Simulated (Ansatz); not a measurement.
# C3HN3Sn: how energies converge with the basis set

The task here is to estimate one member of a computed series from the others.

Method: one geometry, several basis sets; program: Ansatz 0.2.0, Gaussian basis.

Plan: PBE0-D4/def2-SVP; ωB97M-V/def2-SVP; PBE0-D4/def2-QZVPP; ωB97M-V/def2-QZVPP; the functionals' def2-TZVPP values are taken from earlier runs.

### The relaxed structure

All runs share one geometry, relaxed beforehand with PBE0-D4 in a triple-zeta def2 set. Sn takes the def2 core potential; no spin-orbit term is included.

SMILES `N#[C][SnH]([C]#N)[C]#N`, 8 atoms, charge 0, spin multiplicity 1.

Atoms are counted from 1 here; the program's logs count them from 0.

Bond lengths: N1–C2 1.151 Å, C2–Sn3 2.085 Å, Sn3–C4 2.085 Å, Sn3–C6 2.085 Å, Sn3–H8 1.681 Å, C4–N5 1.151 Å, C6–N7 1.151 Å. Angles: N1–C2–Sn3 178.3°, C2–Sn3–C4 106.7°, C2–Sn3–C6 106.7°, C2–Sn3–H8 112.1°, C4–Sn3–C6 106.7°, C4–Sn3–H8 112.1°, C6–Sn3–H8 112.1°, Sn3–C4–N5 178.3°, Sn3–C6–N7 178.3°.

The first run:

in.yaml

```yaml
crystal:
  periodic: [false, false, false]
  atoms:
    - {symbol: N, position_ang: [2.368333, -1.794104, 0.858420]}
    - {symbol: C, position_ang: [1.394216, -1.229273, 0.619300]}
    - {symbol: Sn, position_ang: [-0.401626, -0.248224, 0.218602]}
    - {symbol: C, position_ang: [-0.584759, -0.155895, -1.856487]}
    - {symbol: N, position_ang: [-0.717206, -0.120259, -2.999426]}
    - {symbol: C, position_ang: [-0.175385, 1.713427, 0.888554]}
    - {symbol: N, position_ang: [-0.076468, 2.791681, 1.279325]}
    - {symbol: H, position_ang: [-1.714908, -1.014455, 0.935910]}
basis:
  gaussian: {orbitals: def2-SVP}
hamiltonian: {xc: pbe0, dispersion: d4}
output: {orbitals: {seedname: orbitals}}
```

The run is started by

```
$ ansatz run in.yaml --threads 4 --pin off --events-out ev --progress --plain --max-ram 10444MiB
```

Steps of the session up to this table: PBE0-D4 in def2-SVP; ωB97M-V in def2-SVP; PBE0-D4 in def2-QZVPP; ωB97M-V in def2-QZVPP.

One of the session's tables, all rows but one given; the rest of the session is left out.

It belongs to the step «Density functionals: the series». 

| functional | basis | HOMO (eV) | LUMO (eV) |
| --- | --- | --- | --- |
| PBE0-D4 | def2-SVP | -10.58 | -1.82 |
| PBE0-D4 | def2-TZVPP | -10.67 | -2.01 |
| PBE0-D4 | def2-QZVPP | -10.69 | -2.04 |
| ωB97M-V | def2-SVP | -12.83 | 0.18 |
| ωB97M-V | def2-TZVPP | -12.97 | -0.11 |
| ωB97M-V | def2-QZVPP | ? | ? |

Q: Estimate the row for ωB97M-V, def2-QZVPP from the others.

As computed: HOMO (eV): -12.99; LUMO (eV): -0.17. In the column «HOMO (eV)» it is the lowest.
